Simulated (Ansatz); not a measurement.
# GaP2 (quartet): the correlation ladder, cc-pVDZ

One table from this session's results is given with a row withheld; the runs are named, their logs left out.

The runs use Ansatz 0.2.0, Gaussian basis; cc-pVDZ, core rule «outside noble gas», up to 24 orbitals frozen.

The runs, in order: UHF; CCSD(T) on ROHF; CCSD(T) on UHF; BCCD(T) on ROHF; CISD; CCSDT(Q) on ROHF; CCSDT(Q) on UHF; CASSCF and MRCISD+Q, 9 electrons in 10 orbitals; CASSCF and NEVPT4(SD), 9 electrons in 10 orbitals; CASSCF and NEVPT2, 9 electrons in 10 orbitals.

35 further runs of the same task are left out: 24 that didn't finish, 11 set aside as unsound or not needed.

## The geometry

The geometry is a PBE0/def2-TZVP stationary point (not a proven minimum). No spin-orbit coupling is included. The filled d shell of Ga may be among the frozen orbitals whatever the setting's name suggests; the logs give the count.

3 atoms, charge 0, spin multiplicity 4.

Atoms are counted from 1 here; the program's logs count them from 0.

Bond lengths: P1–Ga2 2.203 Å, Ga2–P3 2.203 Å. Angles: P1–Ga2–P3 180.0°.

Geometry (Å):

| atom | x (Å) | y (Å) | z (Å) |
| --- | --- | --- | --- |
| P1 | 0.00000 | 0.00000 | 2.20330 |
| Ga2 | 0.00000 | 0.00000 | 0.00000 |
| P3 | 0.00000 | 0.00000 | -2.20330 |

Set-up of the first run:

in.yaml reads:

```yaml
crystal:
  periodic: [false, false, false]
  atoms:
    - {symbol: P, position_ang: [0.000000, 0.000000, 2.203300]}
    - {symbol: Ga, position_ang: [0.000000, 0.000000, 0.000000]}
    - {symbol: P, position_ang: [0.000000, 0.000000, -2.203300]}
basis:
  gaussian: {orbitals: cc-pVDZ}
magnetization: {spin_polarized: true, initial_magnetization: 3}
hamiltonian: {xc: hf}
output: {orbitals: {seedname: orbitals}}
```

On the command line:

```console
ansatz run in.yaml --threads 1 --pin off --events-out ev --progress --plain --max-ram 2393MiB
```

Among the steps run: UHF; CCSD(T) on ROHF; CCSD(T) on UHF; BCCD(T) on ROHF; CISD; CCSDT(Q) on ROHF; CCSDT(Q) on UHF; CASSCF and MRCISD+Q, 9 electrons in 10 orbitals; CASSCF and NEVPT4(SD), 9 electrons in 10 orbitals; CASSCF and NEVPT2, 9 electrons in 10 orbitals.

One of the session's tables, all rows but one given; the rest of the session is left out.

It belongs to the step «Misses and costs». 

```
            method  from RCCSDT(Q) (meV)
               UHF               +7252.5
              RMP2               +1377.4
              UMP2               +1716.5
             RCCSD                +470.7
             UCCSD                +416.9
          RCCSD(T)                 +90.0
          UCCSD(T)                     ?
           BCCD(T)                 +96.7
            RCCSDT                 +39.8
            UCCSDT                 +29.0
         RCCSDT(Q)                     0
         UCCSDT(Q)                  -4.6
    CASSCF valence               +5846.4
    NEVPT2 valence               +1146.9
NEVPT4(SD) valence                 +75.5
    MRCISD valence                +638.2
  MRCISD+Q valence                 +25.4
```

**Question.** Estimate the row for UCCSD(T).

The run gave: from RCCSDT(Q) (meV): +103.3. In the column «from RCCSDT(Q) (meV)» it lies between BCCD(T) (+96.7) and UCCSD (+416.9).

Not comparable, so not listed: CISD (they don't share determinant, frozen orbitals or solution with the rows shown, or repeat one).

Limits of these values: The report flags that the cluster equations may have other roots. Left out of the table: ROHF (another determinant or state than the rows shown). The program flags RCCSD(T), BCCD(T), RCCSDT(Q) as in doubt, so the zero of the table is itself unsure. Warnings: spin contamination; coupled cluster took another determinant than the lowest. Restricted and unrestricted rows rest on different reference determinants; where their highest levels disagree by more than a few hundredths of an eV, they describe different states and don't form one ladder.
